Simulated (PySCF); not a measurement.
# B2PH5F− (SMILES BP[BH2-]F): r2SCAN/cc-pVDZ (density fitting with cc-pvqz-jkfit)

Aim: the vertical ionisation energy of B2PH5F− at r2SCAN/cc-pVDZ (density fitting with cc-pvqz-jkfit), from 2 runs. Input form: a Python script.

The results are computed with PySCF 2.14.0.

2 further runs of the same task are left out: 2 set aside as unsound or not needed.

### 1 The molecule

The species is B2PH5F− (9 atoms), meant as a singlet with charge -1. As SMILES, `BP[BH2-]F`. Geometry: relaxed at GFN2-xTB. This is one conformer, not always the lowest.

Bond lengths: B1–P2 1.809 Å, P2–B3 2.041 Å, B3–F4 1.405 Å, B1–H5 1.181 Å, B1–H6 1.181 Å, P2–H7 1.386 Å, B3–H8 1.204 Å, B3–H9 1.207 Å. Some angles: B1–P2–B3 107.6°, P2–B3–F4 109.6°, B1–P2–H7 101.5°, B3–P2–H7 104.4°, P2–B1–H5 122.3°, P2–B1–H6 119.0°, P2–B3–H8 105.6°, P2–B3–H9 106.8°, F4–B3–H8 110.5°, F4–B3–H9 109.7°.

### 2 The energy at r2SCAN/cc-pVDZ (density fitting with cc-pvqz-jkfit)

Input file calc.py:

```python
from pyscf import gto, dft

molecule = gto.Mole()
molecule.atom = '''
B       -0.169690       1.612660      -0.545980
P        0.923330       0.350180       0.150510
B       -0.083310      -1.424890       0.118010
F        0.719370      -2.433460       0.678060
H       -0.440190       2.603570       0.036160
H       -0.519680       1.510580      -1.669710
H        0.944830       0.710150       1.488410
H       -0.298450      -1.653510      -1.043900
H       -1.076200      -1.275280       0.788440
'''
molecule.charge = -1
molecule.max_memory = 1860
molecule.basis = 'cc-pvdz'
molecule.verbose = 4
molecule.build()

myscf = dft.RKS(molecule)
myscf.xc = 'r2scan'
myscf = myscf.density_fit(auxbasis='cc-pvqz-jkfit')
myscf.grids.level = 4
myscf.conv_tol = 1e-10
myscf.kernel()
if not myscf.converged:
    myscf = myscf.newton().run(myscf.mo_coeff, myscf.mo_occ)

e_tot = myscf.e_tot
print('E(%s) = %.9f' % ('R2SCAN', e_tot))
```

Command:

```console
$ OMP_NUM_THREADS=1 python calc.py
```

Standard output:

```text
PySCF version 2.14.0

[INPUT] num. atoms = 9
[INPUT] num. electrons = 40
[INPUT] charge = -1
[INPUT] spin (= nelec alpha-beta = 2S) = 0
[INPUT] symmetry False subgroup None
[INPUT] Mole.unit = angstrom
[INPUT] Symbol           X                Y                Z      unit          X                Y                Z       unit  Magmom
[INPUT]  1 B     -0.169690000000   1.612660000000  -0.545980000000 AA   -0.320667626077   3.047485732041  -1.031752669490 Bohr   0.0
[INPUT]  2 P      0.923330000000   0.350180000000   0.150510000000 AA    1.744840822595   0.661744294300   0.284422679008 Bohr   0.0
[INPUT]  3 B     -0.083310000000  -1.424890000000   0.118010000000 AA   -0.157433083438  -2.692651857632   0.223006579960 Bohr   0.0
[INPUT]  4 F      0.719370000000  -2.433460000000   0.678060000000 AA    1.359412282228  -4.598572935084   1.281347696023 Bohr   0.0
[INPUT]  5 H     -0.440190000000   2.603570000000   0.036160000000 AA   -0.831838542772   4.920034246134   0.068332496664 Bohr   0.0
[INPUT]  6 H     -0.519680000000   1.510580000000  -1.669710000000 AA   -0.982052872414   2.854582489245  -3.155294607448 Bohr   0.0
[INPUT]  7 H      0.944830000000   0.710150000000   1.488410000000 AA    1.785469934273   1.341989007360   2.812687261064 Bohr   0.0
[INPUT]  8 H     -0.298450000000  -1.653510000000  -1.043900000000 AA   -0.563988761876  -3.124681044230  -1.972685101433 Bohr   0.0
[INPUT]  9 H     -1.076200000000  -1.275280000000   0.788440000000 AA   -2.033723255257  -2.409929932135   1.489935665652 Bohr   0.0

nuclear repulsion = 134.528784183567
number of shells = 35
number of NR pGTOs = 154
number of NR cGTOs = 85
basis = cc-pvdz
ecp = {}

******** <class 'pyscf.df.df_jk.DFRKS'> ********
method = DFRKS
initial guess = minao
damping factor = 0
level_shift factor = 0
DIIS = <class 'pyscf.scf.diis.CDIIS'>
diis_start_cycle = 1
diis_space = 8
diis_damp = 0
SCF conv_tol = 1e-10
SCF conv_tol_grad = None
SCF max_cycles = 50
direct_scf = False
XC library pyscf.dft.libxc version 7.0.0
    S. Lehtola, C. Steigemann, M. J.T. Oliveira, and M. A.L. Marques.,  SoftwareX 7, 1–5 (2018)
XC functionals = r2scan
    J. W. Furness, A. D. Kaplan, J. Ning, J. P. Perdew, and J. Sun.,  J. Phys. Chem. Lett. 11, 8208-8215 (2020)
    J. W. Furness, A. D. Kaplan, J. Ning, J. P. Perdew, and J. Sun.,  J. Phys. Chem. Lett. 11, 9248-9248 (2020)
    J. W. Furness, A. D. Kaplan, J. Ning, J. P. Perdew, and J. Sun.,  J. Phys. Chem. Lett. 11, 8208-8215 (2020)
    J. W. Furness, A. D. Kaplan, J. Ning, J. P. Perdew, and J. Sun.,  J. Phys. Chem. Lett. 11, 9248-9248 (2020)
radial grids:
    Treutler-Ahlrichs [JCP 102, 346 (1995); DOI:10.1063/1.469408] (M4) radial grids

becke partition: Becke, JCP 88, 2547 (1988); DOI:10.1063/1.454033
pruning grids: <function nwchem_prune>
grids dens level: 4
symmetrized grids: False
atomic radii adjust function: <function treutler_atomic_radii_adjust>
small_rho_cutoff = 0
Set gradient conv threshold to 1e-05
Initial guess from minao.
tot grids = 192664
init E= -493.80845398755
  HOMO = -0.281709323577626  LUMO = -0.142190914785733  gap/eV = 3.79649
cycle= 1 E= -493.783386291655  delta_E= 0.0251  |g|= 0.583  |ddm|= 2.59
  HOMO = 0.0728261518342626  LUMO = 0.151250077929452  gap/eV = 2.13402
cycle= 2 E= -493.695533825728  delta_E= 0.0879  |g|= 0.941  |ddm|= 2.21
  HOMO = -0.00749923575949829  LUMO = 0.123332244631446  gap/eV = 3.56011
cycle= 3 E= -493.865429757099  delta_E= -0.17  |g|= 0.121  |ddm|= 1.44
  HOMO = -0.0265213653061425  LUMO = 0.103080915202657  gap/eV = 3.52666
cycle= 4 E= -493.868929495452  delta_E= -0.0035  |g|= 0.0383  |ddm|= 0.16
  HOMO = -0.027113716842007  LUMO = 0.105510171612877  gap/eV = 3.60888
cycle= 5 E= -493.86925829006  delta_E= -0.000329  |g|= 0.0223  |ddm|= 0.0717
  HOMO = -0.025723079068622  LUMO = 0.105020429842484  gap/eV = 3.55771
cycle= 6 E= -493.869465553656  delta_E= -0.000207  |g|= 0.00592  |ddm|= 0.0366
  HOMO = -0.0259710280757774  LUMO = 0.105197399517645  gap/eV = 3.56927
cycle= 7 E= -493.869478780224  delta_E= -1.32e-05  |g|= 0.00143  |ddm|= 0.00869
  HOMO = -0.0260231848418586  LUMO = 0.105104963400137  gap/eV = 3.56818
cycle= 8 E= -493.869479502888  delta_E= -7.23e-07  |g|= 0.000347  |ddm|= 0.00213
  HOMO = -0.0260202728097365  LUMO = 0.105116927181859  gap/eV = 3.56842
cycle= 9 E= -493.869479546326  delta_E= -4.34e-08  |g|= 9e-05  |ddm|= 0.000552
  HOMO = -0.0260260040451472  LUMO = 0.105110452283904  gap/eV = 3.56840
cycle= 10 E= -493.869479549158  delta_E= -2.83e-09  |g|= 2.12e-05  |ddm|= 0.000157
  HOMO = -0.02602766163381  LUMO = 0.105109089222233  gap/eV = 3.56841
cycle= 11 E= -493.869479549316  delta_E= -1.58e-10  |g|= 6.55e-06  |ddm|= 3.83e-05
  HOMO = -0.026027190993454  LUMO = 0.105109353609926  gap/eV = 3.56841
cycle= 12 E= -493.869479549332  delta_E= -1.51e-11  |g|= 1.34e-06  |ddm|= 9.73e-06
  HOMO = -0.0260272632126037  LUMO = 0.105109314792195  gap/eV = 3.56841
Extra cycle  E= -493.869479549328  delta_E= 3.75e-12  |g|= 1.94e-06  |ddm|= 3.77e-06
converged SCF energy = -493.869479549328
E(R2SCAN) = -493.869479549
```

Wall time 32 s (1 thread of Arm Neoverse V1, shared host); peak memory 0.39 GiB.

### 3 Doublet neutral B2PH5F, same level

Input file input.py:

```python
from pyscf import gto, dft

molecule = gto.Mole()
molecule.atom = '''
B     -0.169690     1.612660    -0.545980
P      0.923330     0.350180     0.150510
B     -0.083310    -1.424890     0.118010
F      0.719370    -2.433460     0.678060
H     -0.440190     2.603570     0.036160
H     -0.519680     1.510580    -1.669710
H      0.944830     0.710150     1.488410
H     -0.298450    -1.653510    -1.043900
H     -1.076200    -1.275280     0.788440
'''
molecule.verbose = 3
molecule.max_memory = 1860
molecule.basis = 'cc-pvdz'
molecule.spin = 1
molecule.build()

calc0 = dft.UKS(molecule)
calc0.xc = 'r2scan'
calc0 = calc0.density_fit(auxbasis='cc-pvqz-jkfit')
calc0.grids.level = 4
calc0.conv_tol = 1e-10
calc0.kernel()
if not calc0.converged:
    calc0 = calc0.newton().run(calc0.mo_coeff, calc0.mo_occ)

etot = calc0.e_tot
print('E = %.10f Eh' % etot)
```

Command:

```console
$ OMP_NUM_THREADS=1 python input.py
```

Standard output:

```text
converged SCF energy = -493.740837558247  <S^2> = 0.75690914  2S+1 = 2.0068973
E = -493.7408375582 Eh
```

Run time: 72 s. Hardware: 1 thread of Arm Neoverse V1, shared host; peak memory 0.48 GiB.

### 4 Results

Level: r2SCAN/cc-pVDZ (density fitting with cc-pvqz-jkfit).

```
                                                              quantity          value
                                         singlet B2PH5F−: total energy  -493.86948 Eh
                                          singlet B2PH5F−: HOMO energy       -0.71 eV
                                          singlet B2PH5F−: LUMO energy        2.86 eV
singlet B2PH5F−: HOMO–LUMO gap (to an unbound level, set by the basis)        3.57 eV
                                  doublet neutral B2PH5F: total energy  -493.74084 Eh
                                 doublet neutral B2PH5F: dipole moment         3.09 D
            doublet neutral B2PH5F: HOMO energy (highest over α and β)       -6.93 eV
             doublet neutral B2PH5F: LUMO energy (lowest over α and β)       -6.22 eV
                                          doublet neutral B2PH5F: ⟨S²⟩          0.757
                   vertical detachment energy (to the doublet neutral)       3.501 eV
```

In words: The vertical ionisation energy comes to 3.50 eV (81 kcal/mol). The negative HOMO energy of the first species, 0.71 eV, lies 2.79 eV below that difference. Mulliken charges (doublet neutral B2PH5F) run from -0.19 on F4 to +0.12 on P2.
